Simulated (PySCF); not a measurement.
# C2H5ClGe: the cost of one run

The runs use PySCF 2.14.0, with density-fitted response routines of our own; the level of theory stands in each step. All values are computed, except where a source is named. Atoms are numbered from 0 throughout.

## Step 1: The molecule as given

9 atoms, charge 0, multiplicity 1; geometry from: GFN2-xTB. The atoms were then displaced at random by about 0.01 Å, so the start is not that level's minimum.

Bonds of the start (Å): C0–C1 1.29, C1–Ge2 1.95, Ge2–Cl3 2.11, C0–H4 1.10, C0–H5 1.10, C1–H6 1.08, Ge2–H7 1.53, Ge2–H8 1.54.

## Step 2: Geometry optimisation at PBE0-D3(BJ)/def2-SVP

Job settings and geometry (Å):

```
{"job": {"xc": "PBE0", "basis": "def2-SVP", "d3": "d3bj", "grid": 1, "shake": 0.01, "kind": "geom"}, "charge": 0, "multiplicity": 1}
C     -1.570420     0.041080     0.149730
C     -0.515150    -0.600830    -0.232170
Ge     1.295720     0.055390     0.062030
Cl     1.590020     1.897440    -0.928010
H     -2.593080    -0.303460    -0.052210
H     -1.526030     1.020700     0.652650
H     -0.605790    -1.544360    -0.744690
H      2.357550    -0.899660    -0.489180
H      1.624980     0.316560     1.548120
```

The run is started by

```bash
$ OMP_NUM_THREADS=1 python probes_run.py task.json out
```

This one command runs all jobs of the session in turn.

Q: Estimate the wall time and peak memory of this first job on 1 thread of Arm Neoverse V1, shared host.

About 59 s, with a peak of 0.42 GiB.
